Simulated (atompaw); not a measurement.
# Ga: the cost of one run

Method: atompaw 4.2.0.5, PBEsol, scalar-relativistic.

### Step 1. The atom and the settings

Typed settings, in words:

- element: gallium (Ga, Z = 31)
- type: PAW
- frozen core: [Ar]
- valence charge: 13
- reference configuration: 3d10 4s1.75 4p1.25
- partial waves: 4s (bound): rc 1.55 bohr; 4s channel at 2.05 Ry: rc 2.45 bohr; 4p (bound): rc 2.45 bohr; 4p channel at 4.4 Ry: rc 2.45 bohr; 3d (bound): rc 1.60 bohr; 3d channel at 0.15 Ry: rc 1.60 bohr
- local potential: troulliermartins scheme with l = 3 at 0.5 Ry, radius 1.65 bohr
- core correction: smooth core density matched at 2.10 bohr
- augmentation charge: besselshape compensation charge, radius 1.75 bohr; PAW radius 2.45 bohr; waves and projectors: custom polynom2 7 10 vanderbiltortho

An earlier all-electron run gives the scale for the radii.

All-electron outer shells of the reference configuration (PBEsol, scalar-relativistic, ld1.x):

```json
{"shell": "3s", "level (eV)": "-148.28", "outermost node (bohr)": "0.27", "outermost maximum (bohr)": "0.56"}
{"shell": "3p", "level (eV)": "-99.19", "outermost node (bohr)": "0.24", "outermost maximum (bohr)": "0.56"}
{"shell": "3d", "level (eV)": "-19.65", "outermost node (bohr)": "–", "outermost maximum (bohr)": "0.53"}
{"shell": "4s", "level (eV)": "-9.25", "outermost node (bohr)": "0.81", "outermost maximum (bohr)": "1.90"}
{"shell": "4p", "level (eV)": "-2.78", "outermost node (bohr)": "0.87", "outermost maximum (bohr)": "2.50"}
```

### Step 2. Generation

Contents of Ga.input:

```
Ga 31
GGA-PBESOL scalarrelativistic loggrid 1500 logderivrange -3 5 201
4 4 3 0 0 0
4 0 1.75
4 1 1.25
0 0 0
c
c
c
v
c
c
v
v
2
2.45 1.75 1.65 2.10
y
2.05
n
y
4.4
n
y
0.15
n
custom polynom2 7 10 vanderbiltortho besselshape
3 0.5 troulliermartins
1.55
2.45
2.45
2.45
1.60
1.60
PWSCFOUT
UPFDX 0.0125d0 UPFXMIN -7.d0 UPFZMESH 31.d0
END
```

The run is started by

```
$ atompaw < Ga.input > Ga.log
```

**Question.** How long does this run take on 1 thread of AMD EPYC 7R43, shared host?

About 9.9 s.
